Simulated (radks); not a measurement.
# The Coulomb parameter U of the 5d shell of Ir⁺

An exercise on one series of results from a longer session: the logs are not shown, and one member is left open.

The numbers are computed with radks (a radial shooting solver on a logarithmic mesh, Libxc functionals) version 1 (Dirac Kohn-Sham, PBEsol, spin-unpolarised, spherical densities, finite nucleus; open shells are shared between the two j in proportion to 2j + 1), except any that are marked as measured or tabulated.

**The system**

```
element            : iridium (Z = 77)
charge             : +1
electrons          : 76
configuration      : [Xe] 4f14 5d5 6s1 6p2
nuclear rms radius : 5.4032 fm
```

Outer shells as boxes (Hund's rule):

Ir⁺
```
[Xe] core
4f [↑↓][↑↓][↑↓][↑↓][↑↓][↑↓][↑↓]
5d [↑ ][↑ ][↑ ][↑ ][↑ ]
6s [↑ ]
6p [↑ ][↑ ][  ]
```

Set-up of the first run:

The run's settings:

```text
Z 77
configuration [Xe] 4f14 5d5 6s1 6p2
relativity Dirac
functional pbe_sol,pbe_sol
spin unpolarised
j_filling average
nucleus finite rms 5.4032 fm
c 137.035999084
```

Among the steps run: Start: [Xe] 4f14 5d5 6s1 6p2.

One of the session's tables, all rows but one given; the rest of the session is left out.

It belongs to the step «Start: [Xe] 4f14 5d5 6s1 6p2». Radial moments (bohr):

```
level     <r>  outermost maximum (interpolated)  90 % within  nodes
4f5/2  0.5307                             0.392        0.861      0
4f7/2  0.5383                             0.397        0.874      0
5p3/2   1.149                              1.02         1.67      3
5d3/2   1.523                              1.24         2.32      2
5d5/2   1.572                              1.28         2.40      2
6s1/2   2.506                              2.21         3.63      5
6p1/2       ?                                 ?            ?      ?
6p3/2   3.301                              2.86         4.83      4
```

**Question.** Estimate the row for 6p1/2.

**Answer.** <r>: 3.023; outermost maximum (interpolated): 2.61; 90 % within: 4.43; nodes: 4. In the column «<r>» it lies between 6s1/2 (2.506) and 6p3/2 (3.301).
